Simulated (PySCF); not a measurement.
# C3H8BFS: the cost of one run

Computed with PySCF 2.14.0, with density-fitted response routines of our own, on a single molecule in the gas phase. Atoms count from 0, in the outputs and in this text.

### 1 The molecule as given

14 atoms, charge 0, multiplicity 1; geometry from: GFN2-xTB.

Bonds of the start (Å): C0–C1 1.32, C1–S2 1.79, S2–C3 1.82, S2–B4 2.07, B4–F5 1.37, C0–H6 1.08, C0–H7 1.08, C1–H8 1.08, C3–H9 1.08, C3–H10 1.09, C3–H11 1.08, B4–H12 1.19, B4–H13 1.19.

### 2 TDDFT and polarisability: CAM-B3LYP/def2-SVPD

Job settings and geometry (Å):

```
{"job": {"kind": "uv", "xc": "CAM-B3LYP", "basis": "def2-SVPD", "nstates": 8, "ntriplets": 3}, "charge": 0, "multiplicity": 1}
C      2.229588    -0.345956    -0.708240
C      1.282155     0.089467     0.094784
S     -0.258116     0.762163    -0.531974
C     -1.084814    -0.819862    -0.907147
B     -1.183416     1.173914     1.275506
F     -1.018737     0.003557     1.970315
H      3.144563    -0.760495    -0.319619
H      2.129269    -0.308564    -1.780254
H      1.347913     0.076940     1.170809
H     -0.497763    -1.361055    -1.641609
H     -1.187192    -1.390369     0.010691
H     -2.062603    -0.574993    -1.308371
H     -0.536740     2.072373     1.699372
H     -2.304784     1.382407     0.953571
```

With the program's defaults for keys left out, this is: TDDFT CAM-B3LYP/def2-SVPD, vertical, gas phase, core orbitals frozen in the response.

On the command line:

```sh
OMP_NUM_THREADS=1 python probes_run.py task.json out
```

One launch serves the whole session: the jobs run in the order shown.

**Question.** How long does this first job take on 1 thread of Arm Neoverse N1, shared host, and how much memory does it need?

About 61 s, with a peak of 0.87 GiB.
